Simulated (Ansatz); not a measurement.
# CH₄BClO: small, medium and large basis sets

An exercise on one series of results from a longer session: the logs are not shown, and one member is left open.

Program: Ansatz 0.2.0, Gaussian basis. Level of theory: one geometry, several basis sets. These are calculated values, not measurements.

Plan: PBE0-D4/def2-SVP; ωB97M-V/def2-SVP; PBE0-D4/def2-QZVPP; ωB97M-V/def2-QZVPP; the functionals' def2-TZVPP values are taken from earlier runs.

### The geometry

The geometry comes from an earlier relaxation with PBE0-D4 in a triple-zeta def2 set; it is a stationary point, not always the lowest conformer.

8 atoms, charge 0, spin multiplicity 1.

Atoms are counted from 1 here; the program's logs count them from 0.

Bond lengths: B1–C2 1.553 Å, B1–Cl4 2.012 Å, B1–H5 1.194 Å, B1–H6 1.193 Å, C2–O3 1.316 Å, C2–H7 1.090 Å, O3–H8 0.965 Å. Angles: C2–B1–Cl4 70.9°, C2–B1–H5 117.1°, C2–B1–H6 117.0°, Cl4–B1–H5 108.0°, Cl4–B1–H6 109.2°, H5–B1–H6 121.4°, B1–C2–O3 122.4°, B1–C2–H7 121.9°, O3–C2–H7 115.5°, C2–O3–H8 111.7°.

The first run:

Input file in.yaml:

```yaml
crystal:
  periodic: [false, false, false]
  atoms:
    - {symbol: B, position_ang: [-0.177734, 1.077182, -0.135659]}
    - {symbol: C, position_ang: [0.374920, -0.368182, -0.009916]}
    - {symbol: O, position_ang: [0.291445, -1.059510, 1.106903]}
    - {symbol: Cl, position_ang: [-1.458646, -0.195182, -1.022852]}
    - {symbol: H, position_ang: [0.299129, 1.770616, -0.983120]}
    - {symbol: H, position_ang: [-0.695879, 1.545569, 0.831908]}
    - {symbol: H, position_ang: [0.941948, -0.840368, -0.812272]}
    - {symbol: H, position_ang: [0.517016, -1.987226, 0.969108]}
basis:
  gaussian: {orbitals: def2-SVP}
hamiltonian: {xc: pbe0, dispersion: d4}
output: {orbitals: {seedname: orbitals}}
```

Launch:

```console
$ ansatz run in.yaml --threads 2 --pin off --events-out ev --progress --plain --max-ram 4352MiB
```

Steps of the session up to this table: PBE0-D4 in def2-SVP; ωB97M-V in def2-SVP; PBE0-D4 in def2-QZVPP; ωB97M-V in def2-QZVPP.

One of the session's tables, all rows but one given; the rest of the session is left out.

It belongs to the step «Density functionals: the series». 

| functional | basis | HOMO (eV) |
| --- | --- | --- |
| PBE0-D4 | def2-SVP | -8.13 |
| PBE0-D4 | def2-TZVPP | -8.31 |
| PBE0-D4 | def2-QZVPP | -8.34 |
| ωB97M-V | def2-SVP | -10.37 |
| ωB97M-V | def2-TZVPP | ? |
| ωB97M-V | def2-QZVPP | -10.62 |

**Question.** Estimate the row for ωB97M-V, def2-TZVPP.

The run gave: HOMO (eV): -10.58. In the column «HOMO (eV)» it lies between ωB97M-V, def2-QZVPP (-10.62) and ωB97M-V, def2-SVP (-10.37).
